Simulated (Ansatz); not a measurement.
# Hg: stress in a strained cell

Hg is deformed so: zz strain of +2 %. What stress and forces result, by LAPW, PAW and all-electron datasets made for the crystal?

Computed with Ansatz 0.2.0 (DFT PBEsol, scalar-relativistic, unless a step's input says otherwise).

## 1. The system as given

The structure is hexagonal, space group P6/mmm (No. 191). Conventional cell: a = 4.540 Å, b = 4.540 Å, c = 3.870 Å, α = 90.00°, β = 90.00°, γ = 120.00°. Around Hg (site symmetry -6m2) lie 3 Hg at 2.62 Å. Around Hg (site symmetry 6/mmm) lie 12 Hg at 3.26 Å.

Structure file:

```cif
data_structure
_symmetry_space_group_name_H-M 'P 1'
_symmetry_Int_Tables_number 1
_cell_length_a 4.5400
_cell_length_b 4.5400
_cell_length_c 3.8700
_cell_angle_alpha 90.000
_cell_angle_beta 90.000
_cell_angle_gamma 120.000
_cell_volume 69.08
loop_
_atom_site_label
_atom_site_type_symbol
_atom_site_fract_x
_atom_site_fract_y
_atom_site_fract_z
_atom_site_occupancy
Hg1 Hg 0.33333 0.66667 0.50000 1
Hg2 Hg 0.00000 0.00000 0.00000 1
Hg3 Hg 0.66667 0.33333 0.50000 1
```

Atoms are numbered in the order of the input: Hg1, Hg2, Hg3.

## 2. The deformed structure

Space group P6/mmm before, P6/mmm after.

## 3. Full-potential LAPW

Contents of input.yaml:

```yaml
crystal:
  lattice:
    - [4.5400020208, 0.0, 0.0]
    - [-2.2700010104, 3.9317570832, 0.0]
    - [0.0, 0.0, 3.9474]
  atoms:
    - { symbol: Hg, position: [0.3333333333, 0.6666666667, 0.5] }
    - { symbol: Hg, position: [0.0, 0.0, 0.0] }
    - { symbol: Hg, position: [0.6666666667, 0.3333333333, 0.5] }
kpoints:
  mp_grid: { grid: [8, 8, 9] }
  band_path:
    path:
      - [0.0, 0.0, 0.0]
      - [0.5, 0.0, 0.0]
      - [0.3333333333, 0.3333333333, 0.0]
      - [0.0, 0.0, 0.0]
      - [0.0, 0.0, 0.5]
      - [0.5, 0.0, 0.5]
      - [0.3333333333, 0.3333333333, 0.5]
      - [0.0, 0.0, 0.5]
      - [0.5, 0.0, 0.5]
    npoints: 5
scf:
  occupations: { method: fermi_dirac, width: 0.05 }
hamiltonian:
  xc: pbesol
  pseudopotentials: { kind: all_electron, lapw: { basis_error: 0.0005 } }
output:
  forces: true
  stress: true
  eigenvalues: true
```

On the command line:

```sh
$ ansatz run input.yaml --threads 1 --pin off --max-ram 4096MiB --backend cpu --events-out ev --progress --plain --runs-dir out
```

## 4. Frozen-core PAW

Contents of input.yaml:

```yaml
crystal:
  lattice:
    - [4.5400020208, 0.0, 0.0]
    - [-2.2700010104, 3.9317570832, 0.0]
    - [0.0, 0.0, 3.9474]
  atoms:
    - { symbol: Hg, position: [0.3333333333, 0.6666666667, 0.5] }
    - { symbol: Hg, position: [0.0, 0.0, 0.0] }
    - { symbol: Hg, position: [0.6666666667, 0.3333333333, 0.5] }
kpoints:
  mp_grid: { grid: [8, 8, 9] }
scf:
  occupations: { method: fermi_dirac, width: 0.05 }
hamiltonian:
  xc: pbesol
  pseudopotentials: { kind: paw }
output:
  forces: true
  stress: true
  eigenvalues: true
  efg: { contact_densities: true }
```

## 5. All-electron PAW on datasets made for the crystal

Edit input.yaml of step 4 so:

```diff
@@ -15,3 +15,3 @@
   xc: pbesol
-  pseudopotentials: { kind: paw }
+  pseudopotentials: { kind: all_electron, datasets: crystal }
 output:
```

(Steps that only read results are left out.)

What does the calculation give? Wanted: pressure; largest shear or deviatoric stress.

The runs gave:

| quantity | value |
| --- | --- |
| pressure | LAPW 7.07, PAW 7.07, crystal datasets 7.07 GPa |
| largest shear or deviatoric stress (LAPW) | 8.19 GPa |

**Reading.** The largest part of the stress beyond the pressure is 8.19 GPa in size, in the zz component; the atoms are carried along and not relaxed. No run of the undeformed cell stands beside it, so the pressure holds what the given cell had before the change. PAW: stress within 0.01 GPa of LAPW. Crystal datasets: stress within 0.01 GPa of LAPW. Spin-orbit coupling is left out, though the cell holds Hg; in elements this heavy it can shift bands and gaps by tenths of an eV.
